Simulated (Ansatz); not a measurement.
# FGeH3: the cost of one run

Computed with Ansatz 0.2.0, Gaussian basis. Level: PBE0-D4/def2-TZVP structures, single points in def2-TZVPP, no counterpoise correction.

Levels: SPW92, PBE-D4, BLYP-D4, r2SCAN-D4, B97M-V, PBE0-D4, B3LYP-D4, r2SCAN0-D4, BHLYP-D4, CAM-B3LYP-D4, wB97X-V, wB97M-V, B2PLYP, PBE-QIDH, RPA on PBE, Hartree-Fock, MP2, CCSD, CCSD(T).

Cores are frozen in the correlated methods. Filled d shells of the heavier atoms are correlated. B3LYP uses VWN-RPA correlation. B2PLYP carries no dispersion term here.

94 further runs of the same task are left out: 94 set aside as unsound or not needed.

**1. Where the work starts**

The complex: 10 atoms, charge 0, spin multiplicity 1.

Atoms are counted from 1 here; the program's logs count them from 0.

Bond lengths: Ge1–H3 1.532 Å, Ge1–H4 1.533 Å, Ge1–H5 1.533 Å, Ge1–F7 1.744 Å, C2–H6 1.090 Å, C2–H8 1.090 Å, C2–H9 1.090 Å, C2–H10 1.090 Å. Angles: H3–Ge1–H4 112.6°, H3–Ge1–H5 112.6°, H3–Ge1–F7 106.3°, H4–Ge1–H5 112.5°, H4–Ge1–F7 106.0°, H5–Ge1–F7 106.0°, H6–C2–H8 109.6°, H6–C2–H9 109.6°, H6–C2–H10 109.7°, H8–C2–H9 109.4°, H8–C2–H10 109.3°, H9–C2–H10 109.3°.

Geometry (Å):

```
atom     x (Å)     y (Å)     z (Å)
 Ge1  -1.63858   1.32655  -0.01079
  C2   1.61753  -1.27216  -0.06123
  H3  -0.58428   1.03553  -1.08403
  H4  -1.56962   2.76773   0.50769
  H5  -3.05218   0.92667  -0.44945
  H6   0.85223  -1.03980   0.67875
  F7  -1.24906   0.30609   1.34873
  H8   1.14639  -1.65396  -0.96721
  H9   2.18175  -0.37027  -0.29952
 H10   2.29583  -2.02646   0.33715
```

Its parts: GeH3F holds atoms 1, 3, 4, 5, 7; CH4 holds atoms 2, 6, 8, 9, 10. Each part counts its atoms afresh in its own runs.

**2. Relaxing GeH3F alone**

relax-a/in.yaml reads:

```yaml
crystal:
  periodic: [false, false, false]
  atoms:
    - {symbol: Ge, position_ang: [-1.638584, 1.326545, -0.010787]}
    - {symbol: H, position_ang: [-0.584281, 1.035525, -1.084026]}
    - {symbol: H, position_ang: [-1.569621, 2.767727, 0.507685]}
    - {symbol: H, position_ang: [-3.052178, 0.926668, -0.449450]}
    - {symbol: F, position_ang: [-1.249059, 0.306089, 1.348734]}
basis:
  gaussian: {orbitals: def2-TZVP}
hamiltonian: {xc: pbe0, dispersion: d4}
relax: {f_tol: 0.005, max_steps: 200}
```

Started as:

```bash
> ansatz run in.yaml --threads 4 --pin off --events-out ev --progress --plain --max-ram 9574MiB
```

**Question.** How long does this run take on 4 threads of Arm Neoverse V2, shared host?

About 2.2 s.
